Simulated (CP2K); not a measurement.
# C2H6BFS (SMILES CSB(C)F): PM3

What is the energy change on altering one bond length of C2H6BFS at PM3? 

Program for the calculation: CP2K 2026.2.

3 further runs of the same task are left out: 3 set aside as unsound or not needed.

### Step 1. The system as given

C2H6BFS: 11 atoms, total charge 0, spin state singlet. SMILES: `CSB(C)F`. The coordinates come from a PBE0-D4/def2-TZVP relaxation. This is a higher conformer, about 7 kJ/mol above the lowest found by a separate search.

Bond lengths: C1–S2 1.808 Å, S2–B3 1.799 Å, B3–C4 1.560 Å, B3–F5 1.336 Å, C1–H6 1.089 Å, C1–H7 1.089 Å, C1–H8 1.089 Å, C4–H9 1.094 Å, C4–H10 1.089 Å, C4–H11 1.096 Å. Some angles: C1–S2–B3 103.9°, S2–B3–C4 127.5°, S2–B3–F5 114.1°, C4–B3–F5 118.4°, S2–C1–H6 106.6°, S2–C1–H7 111.1°, S2–C1–H8 111.2°, B3–C4–H9 109.7°, B3–C4–H10 115.1°, B3–C4–H11 108.8°.

### Step 2. Energy and gradient at PM3

job.inp

```
&FORCE_EVAL
    METHOD QS
    &DFT
        &QS
            METHOD PM3
            EPS_DEFAULT 1.0E-10
            &SE
                &COULOMB
                    CUTOFF [angstrom] 50
                    RC_RANGE [angstrom] 0
                &END
                &EXCHANGE
                    CUTOFF [angstrom] 50
                    RC_RANGE [angstrom] 0
                &END
            &END
        &END
        &POISSON
            PERIODIC NONE
            POISSON_SOLVER ANALYTIC
        &END
        &SCF
            SCF_GUESS ATOMIC
            EPS_SCF 1.0E-07
            MAX_SCF 150
            ADDED_MOS 4
            &DIAGONALIZATION
                ALGORITHM STANDARD
            &END
            &MIXING
                METHOD DIRECT_P_MIXING
                ALPHA 0.4
            &END
        &END
        &PRINT
            &MOMENTS
                PERIODIC F
                REFERENCE COM
                MAX_MOMENT 1
            &END
            &MO ON
                ENERGIES T
                OCCUPATION_NUMBERS T
                NDIGITS 6
                &EACH
                    QS_SCF 0
                &END
                ADD_LAST NUMERIC
            &END
            &HIRSHFELD OFF
            &END
        &END
    &END
    &SUBSYS
        &CELL
            ABC 10.3 12.4 12.1
            PERIODIC NONE
        &END
        &COORD
            C      4.611450     7.470200     7.703800
            S      4.450050     7.593300     5.906900
            B      4.959850     5.973000     5.315700
            C      5.421950     4.751900     6.170400
            F      4.907750     5.836300     3.987800
            H      4.282350     8.425000     8.112200
            H      5.647250     7.302300     7.994400
            H      3.977350     6.680300     8.102500
            H      6.322650     4.313300     5.730700
            H      5.615250     4.968800     7.220100
            H      4.650050     3.975000     6.124300
        &END
    &END
    &PRINT
        &FORCES ON
        &END
    &END
&END
&GLOBAL
    PROJECT job
    RUN_TYPE ENERGY_FORCE
    PRINT_LEVEL MEDIUM
&END
```

Run with:

```
$ OMP_NUM_THREADS=1 cp2k.psmp job.inp > job.out
```

What it wrote:

```text
CP2K| version string:                                       CP2K version 2026.2
[...]
 GLOBAL| Method name                                                        CP2K
[...]
 GLOBAL| Run type                                                   ENERGY_FORCE
[...]
                             - Atoms:                                         11
[...]
                             - Spherical basis functions:                     26
[...]
 Number of electrons:                                                         30
[...]
     1 P_Mix/Diag. 0.40E+00    0.0     0.83622393       -31.0034479194 -3.10E+01
[...]
    22 DIIS/Diag.  0.85E-07    0.0     0.00000008       -37.3550099113 -1.14E-13
  *** SCF run converged in    22 steps ***
  Core-core repulsion energy [eV]:                           1992.36517608714007
  Core Hamiltonian energy [eV]:                             -1630.94500341810931
  Two-electron integral energy [eV]:                        -2755.80337266240122
  Electronic energy [eV]:                                   -3008.84668974930992
  Total energy [eV]:                                        -1016.48151366216985
  Atomic reference energy [eV]:                              1011.94065478971311
  Heat of formation [kcal/mol]:                              -104.71470152271726
[...]
 SE_DIPOLE| Moment [Debye]         -0.62700605       1.44167467      -2.53215655
 SE_DIPOLE| Derivative [a.u.]       0.00000000       0.00000000       0.00000000
 ENERGY| Total FORCE_EVAL ( QS ) energy [hartree]            -37.355009911311761
 FORCES| Atomic forces [hartree/bohr]
 FORCES|   Atom     x               y               z               |f|
 FORCES|      1 -1.54434243E-03  2.56712241E-03 -1.09449832E-02   1.13475887E-02
 FORCES|      2 -2.05838689E-04  3.12079686E-03  1.02498565E-02   1.07164034E-02
 FORCES|      3 -2.54423871E-03  6.97964259E-03  1.08698062E-03   7.50800161E-03
 FORCES|      4 -8.26948570E-04 -6.75791015E-03 -3.62369001E-03   7.71260804E-03
 FORCES|      5  3.34347863E-03 -1.16678986E-02 -1.09350913E-02   1.63369192E-02
 FORCES|      6 -9.40286355E-04  3.33046785E-03  4.12120331E-03   5.38149340E-03
 FORCES|      7  2.72292466E-03 -1.54029013E-03  4.20874860E-03   5.24408020E-03
 FORCES|      8 -5.59729562E-04 -2.82346603E-03  4.43801914E-03   5.28973265E-03
 FORCES|      9  1.29551674E-03  1.72344126E-03  2.75793071E-04   2.17363180E-03
 FORCES|     10  2.81312543E-04  3.31219188E-03  1.18495449E-03   3.52900396E-03
 FORCES|     11 -1.02184824E-03  1.75590207E-03 -6.17912421E-05   2.03253144E-03
 FORCES| Sum    -5.29090660E-16  3.46944695E-16 -1.06165077E-15
 FORCES| Total atomic force                                       1.23588426E-15
[...]
```

It took 0.84 s on 1 thread of Intel Xeon 6975P-C (Granite Rapids), shared host; peak memory 0.19 GiB.

### Step 3. The distorted shape

qs.inp

```
&global
  project qs
  run_type ENERGY_FORCE
  print_level MEDIUM
&end global
&force_eval
  method Quickstep
  &dft
    &qs
      method PM3
      eps_default 1.0E-10
      &se
        &coulomb
          cutoff [angstrom] 50
          rc_range [angstrom] 0
        &end coulomb
        &exchange
          cutoff [angstrom] 50
          rc_range [angstrom] 0
        &end exchange
      &end se
    &end qs
    &poisson
      periodic NONE
      poisson_solver ANALYTIC
    &end poisson
    &scf
      scf_guess ATOMIC
      eps_scf 1.0E-07
      max_scf 150
      added_mos 4
      &diagonalization
        algorithm STANDARD
      &end diagonalization
      &mixing
        method DIRECT_P_MIXING
        alpha 0.4
      &end mixing
    &end scf
    &print
      &moments
        periodic F
        reference COM
        max_moment 1
      &end moments
      &mo ON
        energies T
        occupation_numbers T
        ndigits 6
        &each
          qs_scf 0
        &end each
        add_last NUMERIC
      &end mo
      &hirshfeld OFF
      &end hirshfeld
    &end print
  &end dft
  &subsys
    &cell
      abc 10.3 12.6 12.2
      periodic NONE
    &end cell
    &coord
      C      4.611450     7.474698     7.712951
      S      4.450050     7.597798     5.916051
      B      4.959850     5.977498     5.324851
      C      5.421950     4.756398     6.179551
      F      4.907750     5.840798     3.996951
      H      4.216515     8.620502     8.203049
      H      5.647250     7.306798     8.003551
      H      3.977350     6.684798     8.111651
      H      6.322650     4.317798     5.739851
      H      5.615250     4.973298     7.229251
      H      4.650050     3.979498     6.133451
    &end coord
  &end subsys
  &print
    &forces ON
    &end forces
  &end print
&end force_eval
```

Run with:

```
$ OMP_NUM_THREADS=1 cp2k.psmp -i qs.inp > qs.out 2>&1
```

What it wrote:

```text
CP2K| version string:                                       CP2K version 2026.2
[...]
 GLOBAL| Method name                                                        CP2K
[...]
 GLOBAL| Run type                                                   ENERGY_FORCE
[...]
                             - Atoms:                                         11
[...]
                             - Spherical basis functions:                     26
[...]
 Number of electrons:                                                         30
[...]
     1 P_Mix/Diag. 0.40E+00    0.0     0.83243677       -31.0642812992 -3.11E+01
[...]
    22 DIIS/Diag.  0.92E-07    0.0     0.00000008       -37.3360804381 -8.53E-14
  *** SCF run converged in    22 steps ***
  Core-core repulsion energy [eV]:                           1982.61669309056242
  Core Hamiltonian energy [eV]:                             -1629.64826796005332
  Two-electron integral energy [eV]:                        -2737.86968326353281
  Electronic energy [eV]:                                   -2998.58310959181927
  Total energy [eV]:                                        -1015.96641650125719
  Atomic reference energy [eV]:                              1011.94065478971311
  Heat of formation [kcal/mol]:                               -92.83627786428933
[...]
 SE_DIPOLE| Moment [Debye]         -0.59459863       1.34163999      -2.59946475
 SE_DIPOLE| Derivative [a.u.]       0.00000000       0.00000000       0.00000000
 ENERGY| Total FORCE_EVAL ( QS ) energy [hartree]            -37.336080438131390
 FORCES| Atomic forces [hartree/bohr]
 FORCES|   Atom     x               y               z               |f|
 FORCES|      1 -2.29731226E-02  6.45168688E-02  1.43150911E-02   6.99650810E-02
 FORCES|      2 -6.73680380E-04  5.25633274E-03  1.52539910E-02   1.61482854E-02
 FORCES|      3 -2.54992591E-03  7.02855474E-03  1.30808872E-03   7.59037548E-03
 FORCES|      4 -8.28008605E-04 -6.75796209E-03 -3.58474177E-03   7.69454504E-03
 FORCES|      5  3.33070319E-03 -1.16401901E-02 -1.09970297E-02   1.63561080E-02
 FORCES|      6  2.37451838E-02 -6.85438852E-02 -2.78881089E-02   7.77164370E-02
 FORCES|      7  1.63748936E-04  1.87999679E-03  5.05447626E-03   5.39526940E-03
 FORCES|      8 -7.73168308E-04  1.46866147E-03  5.13331260E-03   5.39496561E-03
 FORCES|      9  1.29277468E-03  1.72903547E-03  2.78500449E-04   2.17678491E-03
 FORCES|     10  2.84048514E-04  3.30280645E-03  1.18720836E-03   3.52117561E-03
 FORCES|     11 -1.01855332E-03  1.75978086E-03 -6.07881371E-05   2.03420126E-03
 FORCES| Sum    -2.91433544E-16 -4.57966998E-16 -1.24900090E-16
 FORCES| Total atomic force                                       5.57016440E-16
[...]
```

Run time: 0.88 s. Hardware: 1 thread of Intel Xeon 6975P-C (Granite Rapids), shared host; peak memory 0.18 GiB.

### Step 4. Summary of results

Level: PM3.

| quantity | value |
| --- | --- |
| first shape: total energy | -37.35501 Eh |
| first shape: dipole moment | 2.98 D |
| first shape: HOMO energy | -9.70 eV |
| first shape: LUMO energy | -0.72 eV |
| first shape: HOMO–LUMO gap | 8.98 eV |
| first shape: heat of formation at this unrelaxed shape | -104.7 kcal/mol |
| first shape: largest force on an atom | 0.840 eV/Å |
| distorted shape: total energy | -37.33608 Eh |
| distorted shape: dipole moment | 2.99 D |
| distorted shape: HOMO energy | -9.67 eV |
| distorted shape: LUMO energy | -0.70 eV |
| distorted shape: HOMO–LUMO gap | 8.97 eV |
| distorted shape: heat of formation at this unrelaxed shape | -92.8 kcal/mol |
| distorted shape: largest force on an atom | 3.996 eV/Å |
| energy change with the C1–H6 bond stretched from 1.089 to 1.307 Å | 0.515 eV |

**Reading.** With the C1–H6 bond stretched from 1.089 to 1.307 Å the energy rises by 0.52 eV (11.9 kcal/mol). The first shape isn't relaxed at this level, so the change isn't measured from a minimum. The largest force (first shape) is 0.84 eV/Å: the shape isn't a stationary point for this species at this level.
